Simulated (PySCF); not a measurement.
# C2H9NSi (SMILES CN(C)[SiH3]) at 4 levels

We compute a comparison of 4 runs (B2PLYP/6-31G*, B3LYP/6-31G*, M06-2X/6-31G*, revPBE/6-31G*) of C2H9NSi. 

The calculation is run with PySCF 2.14.0.

**1. The structure to begin with**

C2H9NSi has 13 atoms, charge 0, and is taken as a singlet. SMILES: `CN(C)[SiH3]`. The shape is that of a PBE0-D4/def2-TZVP optimisation.

Bond lengths: C1–N2 1.442 Å, N2–C3 1.442 Å, N2–Si4 1.717 Å, C1–H5 1.101 Å, C1–H6 1.097 Å, C1–H7 1.092 Å, C3–H8 1.097 Å, C3–H9 1.101 Å, C3–H10 1.092 Å, Si4–H11 1.497 Å, Si4–H12 1.487 Å, Si4–H13 1.487 Å. Some angles: C1–N2–C3 113.7°, C1–N2–Si4 120.9°, C3–N2–Si4 120.9°, N2–C1–H5 112.8°, N2–C1–H6 110.4°, N2–C1–H7 110.5°, N2–C3–H8 110.4°, N2–C3–H9 112.8°, N2–C3–H10 110.5°, N2–Si4–H11 115.3°.

**2. A single-point energy at B2PLYP/6-31G(d) (spherical functions) (run 1)**

The input, calc.py:

```python
from pyscf import gto, dft, mp

mol = gto.Mole()
mol.atom = '''
C       -0.853400       1.051500      -0.567400
N       -0.064300       0.101400       0.176900
C        1.257300       0.576800       0.503700
Si      -0.404400      -1.580400       0.101900
H       -0.416100       1.292500      -1.548500
H       -0.947500       1.991500      -0.009400
H       -1.860700       0.663700      -0.735400
H        1.197400       1.509100       1.079000
H        1.870100       0.778300      -0.388400
H        1.787100      -0.156700       1.115700
H        0.068700      -2.275300      -1.137100
H       -1.879700      -1.752300       0.167000
H        0.265600      -2.234700       1.256700
'''
mol.max_memory = 1860
mol.verbose = 3
mol.basis = '6-31g*'
mol.build()

mf = dft.RKS(mol, xc='0.53*HF + 0.47*B88, 0.73*LYP')
mf.grids.level = 5
mf.conv_tol = 1e-10
mf.kernel()
if not mf.converged:
    mf = mf.newton().run(mf.mo_coeff, mf.mo_occ)

pt = mp.MP2(mf, frozen=8).run()
e_final = mf.e_tot + 0.27 * pt.e_corr
print('PT2 part  %.8f' % (0.27 * pt.e_corr))
print(f'total energy: {e_final:.8f} hartree')
```

The run is started by

```
$ OMP_NUM_THREADS=1 python calc.py
```

Log:

```text
converged SCF energy = -425.367818535619
E(RMP2) = -425.982588097441  E_corr = -0.614769561821374
E(SCS-RMP2) = -425.983083419179  E_corr = -0.615264883559778
PT2 part  -0.16598778
total energy: -425.53380632 hartree
```

It took 22 s on 1 thread of Intel Xeon at 2.70GHz, shared host; peak memory 0.4 GiB.

**3. The energy at B3LYP/6-31G(d) (spherical functions) (run 2)**

The input, mol.xyz:

```xyz
13
C2H9NSi
C     -0.853400     1.051500    -0.567400
N     -0.064300     0.101400     0.176900
C      1.257300     0.576800     0.503700
Si    -0.404400    -1.580400     0.101900
H     -0.416100     1.292500    -1.548500
H     -0.947500     1.991500    -0.009400
H     -1.860700     0.663700    -0.735400
H      1.197400     1.509100     1.079000
H      1.870100     0.778300    -0.388400
H      1.787100    -0.156700     1.115700
H      0.068700    -2.275300    -1.137100
H     -1.879700    -1.752300     0.167000
H      0.265600    -2.234700     1.256700
```

The input, job.py:

```python
# CN(C)[SiH3]
from pyscf import gto, dft

mol = gto.Mole()
mol.atom = 'mol.xyz'
mol.verbose = 3
mol.basis = '6-31g*'
mol.max_memory = 1860
mol.build()

mf = dft.RKS(mol)
mf.xc = 'b3lyp'
mf.conv_tol = 1e-10
mf.grids.level = 5
mf.kernel()
if not mf.converged:
    mf = mf.newton().run(mf.mo_coeff, mf.mo_occ)

e_tot = mf.e_tot
print(f'total energy: {e_tot:.8f} hartree')
```

The run is started by

```
$ OMP_NUM_THREADS=1 python job.py
```

Log:

```text
converged SCF energy = -425.869691380223
total energy: -425.86969138 hartree
```

Run time: 22 s. Hardware: 1 thread of Intel Xeon at 2.70GHz, shared host; peak memory 0.4 GiB.

**4. The energy at M06-2X/6-31G(d) (spherical functions) (run 3)**

The input, job.py:

```python
from pyscf import gto, dft

molecule = gto.M(
    atom='''
C   -0.853400   1.051500  -0.567400
N   -0.064300   0.101400   0.176900
C    1.257300   0.576800   0.503700
Si  -0.404400  -1.580400   0.101900
H   -0.416100   1.292500  -1.548500
H   -0.947500   1.991500  -0.009400
H   -1.860700   0.663700  -0.735400
H    1.197400   1.509100   1.079000
H    1.870100   0.778300  -0.388400
H    1.787100  -0.156700   1.115700
H    0.068700  -2.275300  -1.137100
H   -1.879700  -1.752300   0.167000
H    0.265600  -2.234700   1.256700
''',
    max_memory=1860,
    verbose=4,
    spin=0,
    basis='6-31g*',
)

calc0 = dft.RKS(molecule)
calc0.xc = 'm06-2x'
calc0.conv_tol = 1e-10
calc0.grids.level = 5
calc0.kernel()
if not calc0.converged:
    calc0 = calc0.newton().run(calc0.mo_coeff, calc0.mo_occ)

energy = calc0.e_tot
print(f'total energy: {energy:.8f} hartree')
```

The run is started by

```
$ OMP_NUM_THREADS=1 python job.py
```

Log:

```text
PySCF version 2.14.0

[... 82 lines left out ...]
converged SCF energy = -425.745912822462
total energy: -425.74591282 hartree
```

It took 35 s on 1 thread of Intel Xeon at 2.70GHz, shared host; peak memory 0.44 GiB.

**5. The energy at revPBE/6-31G(d) (spherical functions) (run 4)**

The input, input.py:

```python
# CN(C)[SiH3]
from pyscf import gto, dft

system = gto.M(
    atom='''
C     -1.612692     1.987047    -1.072231
N     -0.121509     0.191618     0.334293
C      2.375953     1.089994     0.951855
Si    -0.764205    -2.986523     0.192563
H     -0.786315     2.442471    -2.926241
H     -1.790516     3.763390    -0.017763
H     -3.516213     1.254211    -1.389705
H      2.262758     2.851786     2.039014
H      3.533977     1.470774    -0.733970
H      3.377130    -0.296120     2.108367
H      0.129824    -4.299694    -2.148808
H     -3.552118    -3.311367     0.315584
H      0.501911    -4.222971     2.374819
''',
    unit='bohr',
    basis='6-31g*',
    verbose=4,
    spin=0,
    charge=0,
    max_memory=1860,
)

mf = dft.RKS(system)
mf.xc = 'revpbe'
mf.grids.level = 5
mf.conv_tol = 1e-10
mf.kernel()
if not mf.converged:
    mf = mf.newton().run(mf.mo_coeff, mf.mo_occ)

energy = mf.e_tot
print('E(%s) = %.9f' % ('REVPBE', energy))
```

The run is started by

```
$ OMP_NUM_THREADS=1 python input.py
```

Log:

```text
PySCF version 2.14.0

[... 83 lines left out ...]
converged SCF energy = -425.732407823831
E(REVPBE) = -425.732407824
```

Wall time 22 s (1 thread of Intel Xeon at 2.70GHz, shared host); peak memory 0.4 GiB.

**6. Overview of the runs**

```
run                                level  frozen core orbitals  energy (Eh)  dipole moment (D)  HOMO energy (eV)  LUMO energy (eV)  wall time
  1  B2PLYP/6-31G* (spherical functions)                     8  -425.533806               0.93             -7.39              2.31       22 s
  2   B3LYP/6-31G* (spherical functions)                     –  -425.869691               0.94             -5.92              0.92       22 s
  3  M06-2X/6-31G* (spherical functions)                     –  -425.745913               0.90             -7.48              1.83       35 s
  4  revPBE/6-31G* (spherical functions)                     –  -425.732408               0.99             -4.78              0.36       22 s
```

**7. Summary of results**

```
            quantity          value
 run 4: total energy  -425.73241 Eh
run 4: dipole moment         0.99 D
  run 4: HOMO energy       -4.78 eV
  run 4: LUMO energy        0.36 eV
run 4: HOMO–LUMO gap        5.14 eV
```

In words: The dipole moment (its size) runs from 0.90 D (M06-2X/6-31G*) to 0.99 D (revPBE/6-31G*). The HOMO–LUMO gap runs from 5.14 eV (revPBE/6-31G*) to 9.71 eV (B2PLYP/6-31G*). A double hybrid's value is that of its SCF part. Totals of different functionals can't be ranked against each other. All runs together took 1.7 min, the longest 35 s.
